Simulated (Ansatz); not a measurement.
# Sn2Bi2O: the cost of one run

Program: Ansatz 0.2.0. Level of theory: DFT PBE, scalar-relativistic, plane waves, PAW. These are calculated values, not measurements.

## (1) The system as given

It takes space group P-3m1 (No. 164, trigonal). The conventional cell has a = 4.687 Å, b = 4.687 Å, c = 7.213 Å, α = 90.00°, β = 90.00°, γ = 120.00°. Around Sn (site symmetry 3m) lie 3 Sn at 2.81 Å. Bi (site symmetry 3m) has 3 O at 2.71 Å and 3 Bi at 2.73 Å in its first shell of neighbours. Around O (site symmetry -3m) lie 6 Bi at 2.71 Å.

As a file:

```
Sn Bi O
1.0
     4.68673    0.00000    0.00000
    -2.34337    4.05883    0.00000
     0.00000    0.00000    7.21256
Sn Bi O
2 2 1
Direct
  0.33333 0.66667 0.94827
  0.66667 0.33333 0.05173
  0.33333 0.66667 0.47392
  0.66667 0.33333 0.52608
  0.00000 0.00000 0.50000
```

The cell is invented: random cell by space group and Wyckoff sites (P-3m1, No. 164). The dimensions are guesses.

## (2) Probe: one point on a coarse mesh

The input, input.yaml:

```yaml
crystal:
  lattice:
    - [4.68673281, 0.0, 0.0]
    - [-2.34336641, 4.05882968, 0.0]
    - [0.0, 0.0, 7.21255857]
  atoms:
    - { symbol: Sn, position: [0.33333333, 0.66666667, 0.94827497] }
    - { symbol: Sn, position: [0.66666667, 0.33333333, 0.05172503] }
    - { symbol: Bi, position: [0.33333333, 0.66666667, 0.47392287] }
    - { symbol: Bi, position: [0.66666667, 0.33333333, 0.52607713] }
    - { symbol: O, position: [0.0, 0.0, 0.5] }
basis:
  ecutwfc: 420
kpoints:
  mp_grid: { grid: [6, 6, 4] }
hamiltonian:
  xc: pbe
scf:
  occupations: { method: gaussian, width: 0.1 }
  lower_state_search: "off"
output:
  forces: true
  stress: true
  eigenvalues: true
```

Launch:

```bash
> ansatz run input.yaml --threads 1 --pin off --max-ram 2560MiB --backend cpu --events-out ev --progress --plain --runs-dir out
```

Q: Estimate wall time and peak memory on 1 thread of Intel Xeon at 2.70GHz, shared host.

About 6.5 s, with a peak of 0.46 GiB.
